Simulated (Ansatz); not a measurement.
**HfHO₂+ (triplet): from Hartree-Fock to the top rungs, def2-SVP**

An exercise on one series of results from a longer session: the logs are not shown, and one member is left open.

The runs use Ansatz 0.2.0, Gaussian basis; def2-SVP, core rule «outside noble gas», up to 6 orbitals frozen.

The runs, in order: UHF; CCSD(T) on ROHF; CCSD(T) on UHF; CISD; CCSDT(Q) on ROHF; CCSDT(Q) on UHF.

8 further runs of the same task are left out: 3 for a known fault of the program, 5 set aside as unsound or not needed.

## The geometry

The geometry is a PBE0/def2-TZVP stationary point (not a proven minimum) of the parent state, kept for this charge and spin. No spin-orbit coupling is included. Elements past krypton take def2 core potentials.

4 atoms, charge 1, spin multiplicity 3.

Atoms are counted from 1 here; the program's logs count them from 0.

Bond lengths: Hf1–O2 1.947 Å, Hf1–O3 1.947 Å, Hf1–H4 1.878 Å. Angles: O2–Hf1–O3 113.4°, O2–Hf1–H4 123.3°, O3–Hf1–H4 123.3°.

Set-up of the first run:

in.yaml

```yaml
crystal:
  periodic: [false, false, false]
  atoms:
    - {symbol: Hf, position_ang: [0.000000, -0.152817, 0.000000]}
    - {symbol: O, position_ang: [0.000000, 0.916373, -1.627576]}
    - {symbol: O, position_ang: [0.000000, 0.916373, 1.627576]}
    - {symbol: H, position_ang: [0.000000, -2.030441, 0.000000]}
basis:
  gaussian: {orbitals: def2-SVP}
total_charge: 1
magnetization: {spin_polarized: true, initial_magnetization: 2}
hamiltonian: {xc: hf}
output: {orbitals: {seedname: orbitals}}
```

Run with:

```sh
$ ansatz run in.yaml --threads 1 --pin off --events-out ev --progress --plain --max-ram 2816MiB --backend cpu
```

Among the steps run: UHF; CCSD(T) on ROHF; CCSD(T) on UHF; CISD; CCSDT(Q) on ROHF; CCSDT(Q) on UHF.

One of the session's tables, all rows but one given; the rest of the session is left out.

```
   method  from RCCSDT(Q) (meV)
     ROHF              +11527.2
      UHF              +11291.9
     RMP2               +1373.1
     UMP2               +1338.2
    RCCSD                +516.5
    UCCSD                +505.9
 RCCSD(T)                +127.5
 UCCSD(T)                     ?
   RCCSDT                 +41.5
   UCCSDT                 +35.7
RCCSDT(Q)                     0
UCCSDT(Q)                 -28.8
```

Q: Estimate the row for UCCSD(T) from the others.

As computed: from RCCSDT(Q) (meV): +122.2. In the column «from RCCSDT(Q) (meV)» it lies between RCCSDT (+41.5) and RCCSD(T) (+127.5).

Not comparable, so not listed: CISD (they don't share determinant, frozen orbitals or solution with the rows shown, or repeat one).

Limits of these values: Restricted and unrestricted rows rest on different reference determinants; where their highest levels disagree by more than a few hundredths of an eV, they describe different states and don't form one ladder.
